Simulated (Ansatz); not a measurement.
# F2H4N2Zr: the cost of one run

Method: RHF/def2-SVP, in Ansatz 0.2.0.

### 1 Starting point

Bond lengths: Zr1–N2 2.210 Å, N2–H3 1.060 Å, N2–H4 1.060 Å, Zr1–N5 2.210 Å, N5–H6 1.060 Å, N5–H7 1.060 Å, Zr1–F8 1.979 Å, Zr1–F9 1.979 Å. Angles: Zr1–N2–H3 120.0°, Zr1–N2–H4 120.0°, H3–N2–H4 120.0°, N2–Zr1–N5 109.4°, N2–Zr1–F8 109.5°, N2–Zr1–F9 109.5°, N5–Zr1–F8 109.5°, N5–Zr1–F9 109.5°, F8–Zr1–F9 109.5°, Zr1–N5–H6 120.0°, Zr1–N5–H7 120.0°, H6–N5–H7 120.0°.

As a file:

```xyz
9

Zr    0.0000    0.0000    0.0000
N     0.0000    0.0000    2.2100
H    -0.8770   -0.2713    2.7400
H     0.8770    0.2713    2.7400
N     2.0840    0.0000   -0.7359
H     2.5823   -0.9180   -0.9166
H     2.5853    0.9180   -0.9082
F    -0.9326    1.6157   -0.6593
F    -0.9326   -1.6157   -0.6593
```

### 2 Preparing the start

Input file input.yaml:

```yaml
crystal:
  periodic: [false, false, false]
  atoms:
    - { symbol: Zr, position_ang: [0.0, 0.0, 0.0] }
    - { symbol: "N", position_ang: [0.0, 0.0, 2.21] }
    - { symbol: H, position_ang: [-0.877, -0.2713, 2.74] }
    - { symbol: H, position_ang: [0.877, 0.2713, 2.74] }
    - { symbol: "N", position_ang: [2.084, 0.0, -0.7359] }
    - { symbol: H, position_ang: [2.5823, -0.918, -0.9166] }
    - { symbol: H, position_ang: [2.5853, 0.918, -0.9082] }
    - { symbol: F, position_ang: [-0.9326, 1.6157, -0.6593] }
    - { symbol: F, position_ang: [-0.9326, -1.6157, -0.6593] }
basis:
  gaussian: { orbitals: def2-SVP }
hamiltonian:
  xc: hf
relax:
  f_tol: 0.02
  max_steps: 40
```

Launch:

```sh
> ansatz run input.yaml --threads 1 --pin off --max-ram 2048MiB --backend cpu --events-out ev --progress --plain --runs-dir out
```

What time and memory should one allow on 1 thread of Arm Neoverse V1, shared host?

About 28 s, with a peak of 0.21 GiB.
